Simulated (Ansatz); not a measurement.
**ZnO: a line through a two-coordinate scan**

How does the energy of ZnO (P6_3mc, No. 186; 4 atoms in the cell) vary with c/a of the conventional cell at fixed volume, at shift of O3 along [0 0 1] = 0.233 Å?

Method: DFT LDA, scalar-relativistic, plane waves, PAW, in Ansatz 0.2.0.

1 further run of the same task is left out (set aside as unsound or not needed).

## (1) Starting point

The structure is hexagonal, space group P6_3mc (No. 186). Conventional cell: a = 3.187 Å, b = 3.187 Å, c = 5.153 Å, α = 90.00°, β = 90.00°, γ = 120.00°. Zn (site symmetry 3m) is surrounded by 4 O at 1.94 to 1.95 Å. O (site symmetry 3m) is surrounded by 4 Zn at 1.94 to 1.95 Å.

Structure file:

```
Zn O
1.0
     3.18718    0.00000    0.00000
    -1.59359    2.76018    0.00000
     0.00000    0.00000    5.15319
Zn O
2 2
Direct
  0.33333 0.66667 0.00185
  0.66667 0.33333 0.50185
  0.33333 0.66667 0.38025
  0.66667 0.33333 0.88025
```

## (2) Plan of the line

Atoms count from 1 in the order of the input.

The energy is mapped over a free internal coordinate and the cell.

- shift of O3 along [0 0 1], its symmetry partners moved as symmetry demands (measured in the relaxed cell): 5 values from −0.233 to 0.233 Å
- c/a of the conventional cell at fixed volume: 5 values from 1.488 to 1.746

Nothing else is relaxed (all other coordinates fixed). Energies count from the relaxed crystal. Points are written as (first, second).

## (3) The run at (0.233 Å, 1.488)

input.yaml reads:

```yaml
crystal:
  lattice:
    - [3.2770068899, 0.0, 0.0]
    - [-1.6385034449, 2.837971215, 0.0]
    - [0.0, 0.0, 4.8745477487]
  atoms:
    - { symbol: Zn, position: [0.3333333333, 0.6666666667, 0.0018514197] }
    - { symbol: Zn, position: [0.6666666667, 0.3333333333, 0.5018514197] }
    - { symbol: O, position: [0.3333333333, 0.6666666667, 0.4254632686] }
    - { symbol: O, position: [0.6666666667, 0.3333333333, 0.9254632686] }
basis:
  ecutwfc: 520.0
kpoints:
  mp_grid: { grid: [12, 12, 6] }
hamiltonian:
  xc: lda
  pseudopotentials: { kind: paw, azcp: { folder: soft_1 } }
scf:
  occupations: { method: gaussian, width: 0.05 }
output:
  forces: true
  stress: true
  eigenvalues: true
```

On the command line:

```console
> ansatz run input.yaml --threads 1 --pin off --max-ram 2048MiB --backend cpu --events-out ev --progress --plain --runs-dir out
```

Further runs follow: the other points of the line.

What does the calculation give? Wanted: for each run, c/a of the conventional cell at fixed volume; energy; slope; pressure; largest force on an atom.

As calculated:

| c/a of the conventional cell at fixed volume | step | energy (meV/atom) | slope (meV/atom per unit) | pressure (GPa) | band gap on the k-mesh (eV) | largest force on an atom (eV/Å) |
| --- | --- | --- | --- | --- | --- | --- |
| 1.488 | 3 | 28 | 16 | −1.3 | 0.896 | 0.40 |
| 1.552 | 4 | 36 | 237 | 0.6 | 0.874 | 0.59 |
| 1.617 | 5 | 58 | 433 | 3.1 | 0.846 | 0.73 |
| 1.681 | 6 | 92 | 608 | 6.3 | 0.811 | 0.82 |
| 1.746 | 7 | 136 | 767 | 10.0 | 0.767 | 0.91 |

Energies count from the relaxed crystal. Slopes come from the forces (and the stress, where the cell changes), not from differences of energies.

Along this line the energy keeps falling to 1.488, the edge of the range. The highest point computed, at 1.746, lies 108 meV/atom above the lowest. This is one cut through a surface in two coordinates; the map's lowest point lies off it.

These are semilocal Kohn-Sham gaps, which aren't the measured quantity. Such gaps usually fall short of the measured ones.
